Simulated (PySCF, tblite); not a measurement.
**C4H6F2O2Si: geometry, infrared bands and NMR shifts**

Aim: predict the infrared bands and NMR shifts of C4H6F2O2Si (`O=CO[C@@]1(F)[SiH2]C[C@H]1F`).

Programs: tblite 0.8.0 and PySCF 2.14.0, with density-fitted response routines of our own. Each step states its level of theory. These are calculated values for one molecule in the gas phase, unless marked as measured. Atoms count from 0, in the outputs and in this text.

**1. The molecule as given**

15 atoms, charge 0, multiplicity 1; geometry from: force field or distance geometry start.

Bonds of the start (Å): O0–C1 1.27, C1–O2 1.38, O2–C3 1.41, C3–F4 1.37, C3–Si5 1.86, Si5–C6 1.85, C6–C7 1.52, C7–F8 1.38, C7–C3 1.51, C1–H9 1.09, Si5–H10 1.46, Si5–H11 1.44, C6–H12 1.11, C6–H13 1.10, C7–H14 1.11.

**2. Relaxing the molecule with GFN2-xTB**

What the job is given:

```
{"job": {"kind": "relax", "xc": "GFN2-xTB", "basis": "xTB"}, "charge": 0, "multiplicity": 1}
O      2.546800    -0.677300    -0.698700
C      2.132700    -1.367100     0.277900
O      0.982600    -0.977000     0.942300
C      0.298900     0.169000     0.482000
F      1.050700     1.311300     0.545300
Si    -0.417700    -0.120800    -1.215000
C     -1.323100     1.191900    -0.270400
C     -1.124200     0.323200     0.967000
F     -1.814400    -0.857600     0.783200
H      2.690300    -2.245500     0.602900
H     -1.112300    -1.391600    -1.382400
H      0.472200     0.317800    -2.256300
H     -0.750300     2.133500    -0.172700
H     -2.366700     1.361500    -0.561900
H     -1.270100     0.836600     1.934800
```

Started as:

```sh
> OMP_NUM_THREADS=1 python probes_run.py task.json out
```

One launch serves the whole session: the jobs run in the order shown.

**Question.** This job is followed by: GFN2-xTB harmonic vibrations, gas phase; GIAO PBE0/pcSseg-1 NMR shielding, non-relativistic, gas phase. What will the session give for the following? strongest single infrared mode (GFN2-xTB); zero-point energy (GFN2-xTB); 13C shifts against TMS (PBE0/pcSseg-1); 1H shifts against TMS (PBE0/pcSseg-1); 17O shifts against H2O (PBE0/pcSseg-1); 19F shifts against CFCl3 (PBE0/pcSseg-1); 29Si shifts against TMS (PBE0/pcSseg-1); surface potential, 1st and 99th percentile.

The runs gave:

```
                                 quantity                                   value
strongest single infrared mode (GFN2-xTB)                   1734 cm⁻¹, 391 km/mol
             zero-point energy (GFN2-xTB)                           59.7 kcal/mol
   13C shifts against TMS (PBE0/pcSseg-1)            170.6, 118.3, 97.0, 23.8 ppm
    1H shifts against TMS (PBE0/pcSseg-1)  8.29, 5.45, 5.19, 5.02, 1.81, 1.58 ppm
   17O shifts against H2O (PBE0/pcSseg-1)                        427.1, 264.0 ppm
 19F shifts against CFCl3 (PBE0/pcSseg-1)                      -163.4, -211.6 ppm
  29Si shifts against TMS (PBE0/pcSseg-1)                               -36.6 ppm
    surface potential, 1st and 99th percentile                      -1.08 V and 1.48 V
```

**Reading.** Relaxing lowered the energy by 1.703 eV in 81 steps; the close pair that moved most is Si5–C6, from 1.853 to 1.940 Å. All 39 modes are real, so the xTB geometry is a minimum. The strongest single mode, at 1734 cm⁻¹, moves mainly C1 and O0. GFN2-xTB is a fitted tight-binding method: band positions and strengths are rough. Its intensities can rank the bands wrongly. C1 (ester carbonyl carbon) lies farthest downfield among carbon, at 170.6 ppm; it is a carbonyl in resonance with an O or N lone pair, the region of acids, esters and amides. At PBE0/pcSseg-1: The largest span, 676 ppm, is at O0, where the paramagnetic term is -494 ppm. At PBE0/pcSseg-1, counted by nearest atom on the grid, the HOMO lies on C3 23 %; C6 17 %, the LUMO on C1 44 %; O0 25 %.
